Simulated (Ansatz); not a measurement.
# C2H9AlOSi: how energies converge with the basis set

The task here is to estimate one member of a computed series from the others.

Computed with Ansatz 0.2.0, Gaussian basis. Level: one geometry, several basis sets.

The runs, in order: PBE0-D4/def2-SVP; ωB97M-V/def2-SVP; PBE0-D4/def2-QZVPP; ωB97M-V/def2-QZVPP; the functionals' def2-TZVPP values are taken from earlier runs.

**The relaxed structure**

All runs share one geometry, relaxed beforehand with PBE0-D4 in a triple-zeta def2 set.

14 atoms, charge 0, spin multiplicity 1.

Atoms are counted from 1 here; the program's logs count them from 0.

Bond lengths: C1–Si2 1.886 Å, C1–H6 1.092 Å, C1–H7 1.092 Å, C1–H8 1.092 Å, Si2–Al3 2.464 Å, Si2–H9 1.497 Å, Si2–H10 1.496 Å, Al3–C4 1.947 Å, Al3–O5 1.704 Å, C4–H11 1.095 Å, C4–H12 1.093 Å, C4–H13 1.095 Å, O5–H14 0.956 Å. Angles: Si2–C1–H6 110.9°, Si2–C1–H7 110.8°, Si2–C1–H8 111.0°, H6–C1–H7 107.8°, H6–C1–H8 108.1°, H7–C1–H8 108.1°, C1–Si2–Al3 113.9°, C1–Si2–H9 108.7°, C1–Si2–H10 108.9°, Al3–Si2–H9 109.6°, Al3–Si2–H10 110.2°, H9–Si2–H10 105.2°, Si2–Al3–C4 124.7°, Si2–Al3–O5 119.0°, C4–Al3–O5 116.3°, Al3–C4–H11 111.1°, Al3–C4–H12 111.8°, Al3–C4–H13 111.1° and more.

As a file:

```
C    -1.5339   -0.3311    1.7501
Si    0.3102   -0.0242    1.5038
Al    0.9691    0.2514   -0.8541
C    -0.2064   -0.0546   -2.3752
O     2.5620    0.7364   -1.2156
H    -2.1220    0.5072    1.3698
H    -1.8520   -1.2306    1.2183
H    -1.7711   -0.4600    2.8083
H     1.0712   -1.1623    2.1081
H     0.7112    1.1800    2.2960
H    -0.5903   -1.0802   -2.3777
H     0.3051    0.1183   -3.3252
H    -1.0813    0.6030   -2.3360
H     3.2153    0.9176   -0.5420
```

The first run:

The input, in.yaml:

```yaml
crystal:
  periodic: [false, false, false]
  atoms:
    - {symbol: C, position_ang: [-1.533897, -0.331087, 1.750147]}
    - {symbol: Si, position_ang: [0.310156, -0.024169, 1.503811]}
    - {symbol: Al, position_ang: [0.969052, 0.251369, -0.854063]}
    - {symbol: C, position_ang: [-0.206394, -0.054624, -2.375210]}
    - {symbol: O, position_ang: [2.561976, 0.736420, -1.215614]}
    - {symbol: H, position_ang: [-2.121975, 0.507180, 1.369836]}
    - {symbol: H, position_ang: [-1.852027, -1.230565, 1.218283]}
    - {symbol: H, position_ang: [-1.771055, -0.460018, 2.808319]}
    - {symbol: H, position_ang: [1.071234, -1.162300, 2.108140]}
    - {symbol: H, position_ang: [0.711206, 1.179983, 2.296033]}
    - {symbol: H, position_ang: [-0.590349, -1.080238, -2.377713]}
    - {symbol: H, position_ang: [0.305100, 0.118255, -3.325175]}
    - {symbol: H, position_ang: [-1.081266, 0.603013, -2.335989]}
    - {symbol: H, position_ang: [3.215338, 0.917581, -0.542006]}
basis:
  gaussian: {orbitals: def2-SVP}
hamiltonian: {xc: pbe0, dispersion: d4}
output: {orbitals: {seedname: orbitals}}
```

On the command line:

```sh
> ansatz run in.yaml --threads 4 --pin off --events-out ev --progress --plain --max-ram 10444MiB
```

Among the steps run: PBE0-D4 in def2-SVP; ωB97M-V in def2-SVP; PBE0-D4 in def2-QZVPP; ωB97M-V in def2-QZVPP.

One of the session's tables, all rows but one given; the rest of the session is left out.

It belongs to the step «Density functionals: the series». 

| functional | basis | HOMO (eV) |
| --- | --- | --- |
| PBE0-D4 | def2-SVP | -6.97 |
| PBE0-D4 | def2-TZVPP | -7.00 |
| PBE0-D4 | def2-QZVPP | -7.01 |
| ωB97M-V | def2-SVP | -8.97 |
| ωB97M-V | def2-TZVPP | ? |
| ωB97M-V | def2-QZVPP | -9.03 |

Estimate the missing values for ωB97M-V, def2-TZVPP.

**Answer.** HOMO (eV): -9.01. In the column «HOMO (eV)» it lies between ωB97M-V, def2-QZVPP (-9.03) and ωB97M-V, def2-SVP (-8.97).
